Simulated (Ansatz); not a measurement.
**CH3AuF3PS: vertical ionisation energy**

How much energy removes an electron from CH3AuF3PS at fixed geometry? The cation is run at each level and the neutral's energy taken from earlier runs.

Method: unrestricted cation, the program's frozen cores in correlated methods; program: Ansatz 0.2.0, Gaussian basis.

Levels to be run: UKS PBE-D4/def2-TZVPP; UKS r2SCAN-D4/def2-TZVPP; UKS PBE0-D4/def2-TZVPP; UKS B3LYP-D4/def2-TZVPP; UKS wB97X-V/def2-TZVPP; UKS wB97M-V/def2-TZVPP; UKS B2PLYP/def2-TZVPP; UHF-CCSD(T)/def2-TZVPP; UHF-MP2/def2-QZVPP; extrapolation to the limit; then −ε(HOMO) from the neutral's earlier runs with LDA (SPW92), PBE-D4, revPBE-D4, BLYP-D4, r2SCAN-D4, B97M-V, PBE0-D4, B3LYP-D4, r2SCANh-D4, r2SCAN0-D4, HSE06-D4, BHLYP-D4, CAM-B3LYP-D4, LC-ωPBE, ωB97X-V, ωB97M-V.

## Step 1: Structure used throughout

All runs share one geometry, relaxed beforehand with PBE0-D4 in a triple-zeta def2 set. Au takes the def2 core potential; no spin-orbit term is included.

10 atoms, charge 0, spin multiplicity 1.

Atoms are counted from 1 here; the program's logs count them from 0.

Bond lengths: C1–S2 1.808 Å, C1–H8 1.088 Å, C1–H9 1.093 Å, C1–H10 1.088 Å, S2–Au3 2.240 Å, P4–F5 1.575 Å, P4–F6 1.582 Å, P4–F7 1.578 Å. Angles: S2–C1–H8 111.7°, S2–C1–H9 105.0°, S2–C1–H10 111.9°, H8–C1–H9 108.7°, H8–C1–H10 110.7°, H9–C1–H10 108.5°, C1–S2–Au3 104.2°, F5–P4–F6 96.3°, F5–P4–F7 97.5°, F6–P4–F7 96.2°.

## Step 2: Cation, UKS PBE-D4/def2-TZVPP

Input file in.yaml:

```yaml
crystal:
  periodic: [false, false, false]
  atoms:
    - {symbol: C, position_ang: [0.273159, -1.480200, 1.009695]}
    - {symbol: S, position_ang: [1.522610, -0.258767, 0.543758]}
    - {symbol: Au, position_ang: [2.270975, -0.971017, -1.443472]}
    - {symbol: P, position_ang: [-0.609454, 2.134598, -0.490966]}
    - {symbol: F, position_ang: [-0.186715, 1.616802, -1.917614]}
    - {symbol: F, position_ang: [-1.733280, 3.129031, -0.992764]}
    - {symbol: F, position_ang: [-1.582717, 0.948610, -0.120620]}
    - {symbol: H, position_ang: [0.705448, -2.471664, 1.129735]}
    - {symbol: H, position_ang: [-0.105116, -1.143000, 1.978077]}
    - {symbol: H, position_ang: [-0.554890, -1.504403, 0.304181]}
basis:
  gaussian: {orbitals: def2-TZVPP}
total_charge: 1
magnetization: {spin_polarized: true, initial_magnetization: 1}
hamiltonian: {xc: pbe, dispersion: d4}
```

On the command line:

```console
$ ansatz run in.yaml --threads 2 --pin off --events-out ev --progress --plain --max-ram 32768MiB --backend cuda --devices 0, --max-vram 18GiB
```

Further steps of the session: Cation, UKS r2SCAN-D4/def2-TZVPP; Cation, UKS PBE0-D4/def2-TZVPP; Cation, UKS B3LYP-D4/def2-TZVPP; Cation, UKS wB97X-V/def2-TZVPP; Cation, UKS wB97M-V/def2-TZVPP; Cation, UKS B2PLYP (frozen core)/def2-TZVPP; Cation, UHF-CCSD(T)/def2-TZVPP; Cation, UHF-MP2/def2-QZVPP.

Before running them: what should the planned runs give, taken together? Wanted: ionisation energy, CCSD(T)/CBS; nearest functional by difference; nearest −ε(HOMO); −ε(HOMO) of PBE; T1 of the cation.

**Answer**, as computed:

| quantity | value |
| --- | --- |
| ionisation energy, CCSD(T)/CBS | 8.68 eV |
| nearest functional by difference | B3LYP-D4 (-0.23 eV) |
| nearest −ε(HOMO) | ωB97X-V (-0.01 eV) |
| −ε(HOMO) of PBE | 5.43 eV |
| T1 of the cation | 0.021 |

What this shows: Energy differences with functionals land within 0.42 eV of the reference. The PBE orbital energy is 3.2 eV too small: a semilocal HOMO is no ionisation energy. Among orbital estimates ωB97X-V comes nearest. Hartree-Fock falls 1.58 eV short, as the neutral has more correlation energy than the cation. The cation may have settled in a state other than its lowest; no search over hole states beyond the program's own was made. Correlated methods include outer-core shells of Au, which these sets cover unevenly.
